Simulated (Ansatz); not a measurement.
# C2H4AlNO, SMILES N=C=C[O][AlH2]: harmonic frequencies at the relaxed geometry

Program: Ansatz 0.2.0, Python API.

The cells in order, each with its output:

In [1]:
```python
import itertools

import ansatz as az
from ase.data import atomic_numbers, covalent_radii
import numpy as np
```

In [2]:
```python
molecule = (
    az.Crystal.molecule()
    .atom("N", (0.2366, 1.8197, -1.3011))
    .atom("C", (0.7299, 0.7844, -0.9217))
    .atom("C", (1.2627, -0.3207, -0.5309))
    .atom("O", (0.7491, -1.184, 0.381))
    .atom("Al", (-1.0118, -0.9833, 1.1553))
    .atom("H", (-0.7586, 2.1436, -0.9626))
    .atom("H", (2.3035, -0.5727, -0.8905))
    .atom("H", (-1.8574, 0.3278, 0.8249))
    .atom("H", (-1.5655, -2.061, 2.2286))
)

calculation = molecule.calculation()
calculation = calculation.basis(gaussian="cc-pVDZ")
calculation = calculation.functional("r2SCAN", dispersion="d4")
symbols = [site.symbol for site in molecule.cartesian_sites]
start = np.array([site.position_ang for site in molecule.cartesian_sites], dtype=float)
rep = calculation.relax(force_tolerance=0.003).run(threads=1).report
end = np.array(rep["positions_ang"])
```

In [3]:
```python
radius = [covalent_radii[atomic_numbers[s]] for s in symbols]
span = lambda where, i, j: np.linalg.norm(where[i] - where[j])
bonded = [(i, j) for i, j in itertools.combinations(range(len(symbols)), 2) if min(span(start, i, j), span(end, i, j)) < 1.2 * (radius[i] + radius[j])]
print("pair        before    after (A)")
for i, j in bonded:
    print(f"{symbols[i]}{i}-{symbols[j]}{j}".ljust(10), f"{span(start, i, j):8.4f} {span(end, i, j):8.4f}")
```
```text
pair        before    after (A)
N0-C1        1.2079   1.2399
N0-H5        1.1000   1.0336
C1-C2        1.2876   1.3269
C2-O3        1.3567   1.3706
C2-H6        1.1296   1.0943
O3-Al4       1.9341   1.7443
Al4-H7       1.5947   1.5874
Al4-H8       1.6186   1.5798
```

In [4]:
```python
minimum = az.Crystal.molecule()
for symbol, place in zip(symbols, end):
    minimum = minimum.atom(symbol, place.tolist())
vibrating = (
    minimum.calculation()
    .basis(gaussian="cc-pVDZ")
    .functional("r2SCAN", dispersion="d4")
    .phonons(temperatures=(298.15, 498.15, 100))
)
vib = vibrating.run(threads=1).report["vibrations"]
sums = vib["harmonic_sums"]
modes = [m["omega_inv_cm"] for m in sums["modes_at_gamma"] if m["rigid_motion"] == "no"]
for number, w in enumerate(modes, start=1):
    print(f"mode {number:2d} {w:9.1f} 1/cm {w / 8065.544 * 1000:8.2f} meV")
print("imaginary modes:", sum(w < 0 for w in modes), " zero-point energy:", round(sums["zero_point_energy_ev"], 4), "eV")
print("T (K)   F_vib (eV)   S_vib (meV/K)   C_vib (meV/K)")
for row in zip(sums["temperatures_k"], sums["vibrational_free_energy_ev"], vib["entropy_ev_per_k"], vib["heat_capacity_ev_per_k"]):
    print(f"{row[0]:6.1f} {row[1]:11.4f} {1000 * row[2]:13.4f} {1000 * row[3]:15.4f}")
```
```text
mode  1      74.0 1/cm     9.18 meV
mode  2      87.3 1/cm    10.82 meV
mode  3     202.9 1/cm    25.16 meV
mode  4     251.9 1/cm    31.23 meV
mode  5     366.0 1/cm    45.38 meV
mode  6     529.7 1/cm    65.68 meV
mode  7     590.2 1/cm    73.17 meV
mode  8     619.9 1/cm    76.86 meV
mode  9     632.6 1/cm    78.43 meV
mode 10     718.1 1/cm    89.04 meV
mode 11     766.7 1/cm    95.06 meV
mode 12     871.4 1/cm   108.05 meV
mode 13    1055.2 1/cm   130.83 meV
mode 14    1129.5 1/cm   140.04 meV
mode 15    1253.1 1/cm   155.36 meV
mode 16    1393.1 1/cm   172.73 meV
mode 17    1912.5 1/cm   237.12 meV
mode 18    1949.9 1/cm   241.75 meV
mode 19    2101.9 1/cm   260.60 meV
mode 20    3180.3 1/cm   394.31 meV
mode 21    3351.8 1/cm   415.57 meV
imaginary modes: 0  zero-point energy: 1.4282 eV
T (K)   F_vib (eV)   S_vib (meV/K)   C_vib (meV/K)
 298.1      1.3355        0.6685          0.7021
 398.1      1.2571        0.8975          0.8831
 498.1      1.1565        1.1114          1.0257
```

The frequencies are harmonic and unscaled, in a modest basis. Timing: 5.2 min on 1 thread of Arm Neoverse V2, with other jobs on the host, peak memory 0.24 GiB.
